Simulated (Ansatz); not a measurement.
# BrH7O2Si3: up Jacob's ladder to CCSD(T)

The task here is to estimate one member of a computed series from the others.

Program: Ansatz 0.2.0, Gaussian basis. Level of theory: functionals in def2-TZVPP, the program's frozen cores in correlated methods. These are calculated values, not measurements.

Levels to be run: PBE-D4, r2SCAN-D4, PBE0-D4, B3LYP-D4, ωB97X-V, ωB97M-V, B2PLYP; CCSD(T)/def2-TZVPP; MP2/def2-QZVPP; extrapolation to the limit.

## Structure used throughout

The geometry comes from an earlier relaxation with PBE0-D4 in a triple-zeta def2 set; it is a stationary point, not always the lowest conformer.

SMILES `[SiH3]O[SiH](Br)O[SiH3]`, 13 atoms, charge 0, spin multiplicity 1.

Atoms are counted from 1 here; the program's logs count them from 0.

Bond lengths: Si1–O2 1.646 Å, Si1–H7 1.483 Å, Si1–H8 1.482 Å, Si1–H9 1.485 Å, O2–Si3 1.613 Å, Si3–Br4 2.225 Å, Si3–O5 1.613 Å, Si3–H10 1.468 Å, O5–Si6 1.646 Å, Si6–H11 1.483 Å, Si6–H12 1.482 Å, Si6–H13 1.485 Å. Angles: O2–Si1–H7 109.8°, O2–Si1–H8 107.3°, O2–Si1–H9 109.9°, H7–Si1–H8 110.1°, H7–Si1–H9 109.7°, H8–Si1–H9 109.9°, Si1–O2–Si3 144.5°, O2–Si3–Br4 108.6°, O2–Si3–O5 111.4°, O2–Si3–H10 109.5°, Br4–Si3–O5 108.6°, Br4–Si3–H10 109.1°, O5–Si3–H10 109.6°, Si3–O5–Si6 144.3°, O5–Si6–H11 109.9°, O5–Si6–H12 107.3°, O5–Si6–H13 109.9°, H11–Si6–H12 110.1° and more.

Set-up of the first run:

Contents of in.yaml:

```yaml
crystal:
  periodic: [false, false, false]
  atoms:
    - {symbol: Si, position_ang: [-2.194621, 0.240119, -1.149410]}
    - {symbol: O, position_ang: [-1.379779, 0.707738, 0.202062]}
    - {symbol: Si, position_ang: [-0.300124, 0.248328, 1.308966]}
    - {symbol: Br, position_ang: [-0.548563, -1.930737, 1.682470]}
    - {symbol: O, position_ang: [1.209076, 0.514143, 0.804346]}
    - {symbol: Si, position_ang: [2.481508, -0.139717, -0.010222]}
    - {symbol: H, position_ang: [-3.217615, -0.773093, -0.794762]}
    - {symbol: H, position_ang: [-2.845783, 1.446074, -1.712032]}
    - {symbol: H, position_ang: [-1.246596, -0.331322, -2.139031]}
    - {symbol: H, position_ang: [-0.537985, 0.980895, 2.558447]}
    - {symbol: H, position_ang: [3.079660, -1.237707, 0.786971]}
    - {symbol: H, position_ang: [3.474791, 0.940111, -0.215655]}
    - {symbol: H, position_ang: [2.026032, -0.664813, -1.322161]}
basis:
  gaussian: {orbitals: def2-TZVPP}
hamiltonian: {xc: pbe, dispersion: d4}
output: {forces: true, orbitals: {seedname: orbitals}}
```

Started as:

```
$ ansatz run in.yaml --threads 2 --pin off --events-out ev --progress --plain --max-ram 31744MiB --backend cuda --devices 0, --max-vram 18GiB
```

Among the steps run: PBE-D4 (GGA); r2SCAN-D4 (meta-GGA); PBE0-D4 (hybrid); B3LYP-D4 (hybrid); ωB97X-V (range-separated); ωB97M-V (range-separated); B2PLYP (double hybrid); CCSD(T) in def2-TZVPP; MP2 in def2-QZVPP.

One table of the session follows, with a row left open; its other results are not shown here.

```
            method  atomisation energy (kcal/mol)
            PBE-D4                         1070.8
         r2SCAN-D4                         1081.7
           PBE0-D4                         1062.2
          B3LYP-D4                         1076.4
           ωB97X-V                         1088.4
           ωB97M-V                         1083.1
            B2PLYP                         1066.5
     HF/def2-TZVPP                          815.6
    MP2/def2-TZVPP                         1072.0
   CCSD/def2-TZVPP                         1043.3
CCSD(T)/def2-TZVPP                         1055.8
           MP2/CBS                              ?
       CCSD(T)/CBS                         1089.6
```

Q: Estimate the row for MP2/CBS from the others.

The run gave: atomisation energy (kcal/mol): 1105.9. In the column «atomisation energy (kcal/mol)» it is the highest.
